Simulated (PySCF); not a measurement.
# [PmCl4]−: other functionals and bases at one geometry

The task here is to estimate one member of a computed series from the others.

Computed with PySCF 2.14.0. Level: several levels, as the steps say, no spin–orbit coupling.

1 further run of the same task is left out (for a known fault of the program).

**The system as given**

5 atoms, charge -1, spin multiplicity 1.

Bond lengths: Pm1–Cl2 2.598 Å, Pm1–Cl3 2.598 Å, Pm1–Cl4 2.598 Å, Pm1–Cl5 2.598 Å. Angles: Cl2–Pm1–Cl3 109.5°, Cl2–Pm1–Cl4 109.5°, Cl2–Pm1–Cl5 109.5°, Cl3–Pm1–Cl4 109.5°, Cl3–Pm1–Cl5 109.5°, Cl4–Pm1–Cl5 109.5°.

Geometry (Å):

```xyz
5
Cl4Pm
Pm    0.0000    0.0000    0.0000
Cl    1.5002    1.5002    1.5002
Cl   -1.5002   -1.5002    1.5002
Cl    1.5002   -1.5002   -1.5002
Cl   -1.5002    1.5002   -1.5002
```

Formal oxidation states: Pm +3. Each metal's 4 4f electrons lie in its core potential, so multiplicities, spins and levels count the valence alone. An earlier session relaxed this geometry at PBE0, Pm lcecp-1-SVP with ECP50, Cl def2-SVP (singlet, point group Td).

At PBE0 on the finer grid: E = -1874.186538 Eh, HOMO -4.51 eV, LUMO 3.24 eV, Mulliken charge on Pm1 +0.78 e, largest force component 0.000 eV/Å. 

Levels to run: CAM-B3LYP; B3LYP; PBE0, TZVP. Hardware: 2 threads of Intel Xeon Platinum 8259CL at 2.50GHz (Skylake/Cascade Lake), shared host.

The first run:

Input file run.py (the lines that set the calculation):

```python
mol = gto.M(atom='''
Pm     0.00000     0.00000     0.00000
Cl     1.50024     1.50024     1.50024
Cl    -1.50024    -1.50024     1.50024
Cl     1.50024    -1.50024    -1.50024
Cl    -1.50024     1.50024    -1.50024''',
    basis={'Pm': 'lcecp-1-SVP', 'Cl': 'def2-SVP'},
    ecp={'Pm': 'lcecp-1-SVP'},
    charge=-1, spin=0)
mf = dft.RKS(mol, xc='CAMB3LYP')
mf.grids.atom_grid = (75, 302)  # f atoms: unpruned, at least (60, 302)
mf = mf.density_fit()  # fitting sets: Pm AutoAux, Cl def2-universal-JKFIT
mf.conv_tol = 1e-08; mf.max_cycle = 55
mf.kernel(dm0)  # dm0: the density of the relaxed state
```

Command:

```
$ OMP_NUM_THREADS=2 python run.py
```

Steps of the session up to this table: CAM-B3LYP; B3LYP; PBE0, TZVP.

One table of the session follows, with a row left open; its other results are not shown here.

```
              level  HOMO (eV)  gap (eV)  charge on Pm1 (e)  largest force component (eV/Å)
PBE0 (relaxed here)      -4.51      7.76               0.78                            0.00
          CAM-B3LYP      -5.77      9.58               0.71                            0.03
              B3LYP          ?         ?                  ?                               ?
         PBE0, TZVP      -4.80      7.91               1.33                            0.02
```

**Question.** Estimate the row for B3LYP.

As computed: HOMO (eV): -4.12; gap (eV): 7.15; charge on Pm1 (e): 0.68; largest force component (eV/Å): 0.11. In the column «HOMO (eV)» it is the highest.

In one basis the HOMO–LUMO gap runs from 7.15 eV (B3LYP) to 9.58 eV (CAM-B3LYP). The largest leftover force, 0.11 eV/Å with B3LYP, stands at a geometry relaxed at another level. With 4f in the core, its levels are missing from HOMO and gap, and its count is fixed, so no charge can pass from the ligands into it. Total energies of different levels can't be compared.
